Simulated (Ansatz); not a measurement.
**AsH2 (doublet): the correlation ladder at angle H2–As1–H3 = 103.0°, cc-pVDZ**

How much of the correlation energy of AsH2 (doublet) does each wave-function method recover here?

Program: Ansatz 0.2.0, Gaussian basis. Level of theory: cc-pVDZ, core rule «outside noble gas», up to 14 orbitals frozen. These are calculated values, not measurements.

Plan: UHF; CCSD(T) on ROHF; CCSD(T) on UHF; BCCD(T) on ROHF; CISD; CCSDT(Q) on ROHF; CCSDT(Q) on UHF; CASSCF and MRCISD+Q, 3 electrons in 3 orbitals; CASSCF and NEVPT2, 3 electrons in 3 orbitals; CASSCF and MRCISD+Q, 7 electrons in 6 orbitals; CASSCF and NEVPT4(SD), 7 electrons in 6 orbitals; CASSCF and NEVPT2, 7 electrons in 6 orbitals; Full CI.

11 further runs of the same task are left out: 7 that didn't finish, 4 set aside as unsound or not needed.

## (1) The geometry

The geometry derives from a PBE0/def2-TZVP stationary point (not a proven minimum). One angle is set to the value named; bond lengths are kept. No spin-orbit coupling is included. The filled d shell of As may be among the frozen orbitals whatever the setting's name suggests; the logs give the count.

3 atoms, charge 0, spin multiplicity 2.

Atoms are counted from 1 here; the program's logs count them from 0.

Bond lengths: As1–H2 1.526 Å, As1–H3 1.526 Å. Angles: H2–As1–H3 103.0°.

## (2) UHF

Input file in.yaml:

```yaml
crystal:
  periodic: [false, false, false]
  atoms:
    - {symbol: As, position_ang: [0.000000, -0.024896, 0.000000]}
    - {symbol: H, position_ang: [0.000000, 0.925266, -1.194505]}
    - {symbol: H, position_ang: [0.000000, 0.925255, 1.194514]}
basis:
  gaussian: {orbitals: cc-pVDZ}
magnetization: {spin_polarized: true, initial_magnetization: 1}
hamiltonian: {xc: hf}
output: {orbitals: {seedname: orbitals}}
```

On the command line:

```
$ ansatz run in.yaml --threads 1 --pin off --events-out ev --progress --plain --max-ram 2393MiB
```

After this run come: CCSD(T) on ROHF; CCSD(T) on UHF; BCCD(T) on ROHF; CISD; CCSDT(Q) on ROHF; CCSDT(Q) on UHF; CASSCF and MRCISD+Q, 3 electrons in 3 orbitals; CASSCF and NEVPT2, 3 electrons in 3 orbitals; CASSCF and MRCISD+Q, 7 electrons in 6 orbitals; CASSCF and NEVPT4(SD), 7 electrons in 6 orbitals; CASSCF and NEVPT2, 7 electrons in 6 orbitals; Full CI.

**Question.** What will the summary of the whole plan be? Wanted: FCI below the RHF energy; RMP2 from FCI; UMP2 from FCI; RCCSD from FCI; RCCSD(T) from FCI; UCCSD(T) from FCI; RCCSDT(Q) from FCI; UCCSDT(Q) from FCI; NEVPT2 pair from FCI.

As calculated:

```
                         quantity                                                                                               value
         FCI below the RHF energy                                                                                          -3.5140 eV
                    RMP2 from FCI                                                                                          +739.2 meV
                    UMP2 from FCI                                                                                          +744.4 meV
                   RCCSD from FCI                                                                                           +86.2 meV
                RCCSD(T) from FCI                                                                                           +17.1 meV
                UCCSD(T) from FCI                                                                                           +14.2 meV
               RCCSDT(Q) from FCI                                                                                            +0.2 meV
               UCCSDT(Q) from FCI                                                                                            -2.7 meV
             NEVPT2 pair from FCI                                                                                          +694.2 meV
           MRCISD+Q pair from FCI                                                                                           -20.9 meV
          NEVPT2 valence from FCI                                                                                          +616.9 meV
levels within 1 kcal/mol (43 meV)  RCCSD(T), UCCSD(T), BCCD(T), RCCSDT, UCCSDT, RCCSDT(Q), UCCSDT(Q), MRCISD+Q pair, MRCISD+Q valence
                    T1 diagnostic                                                                                               0.017
   effectively unpaired electrons                                                                                                1.04
```

**Reading.** RCCSD(T) lands +17.1 meV from the yardstick (0.5 % of the correlation energy). UCCSDT(Q), MRCISD+Q pair, MRCISD+Q valence fall below full CI: unrestricted runs freeze a spin-polarised core, another one than full CI's, and coupled cluster isn't variational. One determinant dominates. Of the multireference levels listed MRCISD+Q valence comes nearest in total energy (-10.7 meV), which doesn't show that its space is the better one. These misses are within one basis, not against nature; the frozen cores of restricted and unrestricted runs differ, which can shift their rows.
